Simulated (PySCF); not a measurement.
# Cl4H6P2Sn (trans-Sn(PH3)2Cl4): the cost of one run

Computed with PySCF 2.14.0 and routines of our own; the level stands in each step. Atoms count from 0.

### 1 The starting structure

13 atoms, charge 0, multiplicity 1; geometry from: GFN1-xTB.

### 2 Optimising the geometry at PBE0-D3(BJ)/def2-SVP

Job settings and geometry (Å):

```
{"job": {"xc": "PBE0", "basis": "def2-SVP", "d3": "d3bj", "grid": 1, "maxiter": 30, "shake": 0.03, "kind": "geom"}, "charge": 0, "multiplicity": 1}
Sn     0.585700     0.172540     0.009370
P     -0.156250    -0.005950     2.508160
H     -0.477970     0.979400     3.431760
H      0.718790    -0.809270     3.287460
H     -1.335560    -0.679790     2.530560
P     -0.078050    -0.078770    -2.530780
H      0.795650    -0.226830    -3.628400
H     -0.799680     0.944290    -2.995160
H     -0.895290    -1.136330    -2.707140
Cl     2.880560     0.083440    -0.046920
Cl    -1.970970     0.168570    -0.458970
Cl     0.514240     2.631530    -0.029380
Cl     0.249470    -2.094960     0.651630
```

The run is started by

```
OMP_NUM_THREADS=1 python heavy_run.py task.json out
```

The driver reads the jobs from task.json and runs them one after another.

**Question.** How long does this first job take on 1 thread of Arm Neoverse V2, shared host, and how much memory does it need?

About 4.3 min, with a peak of 0.75 GiB.
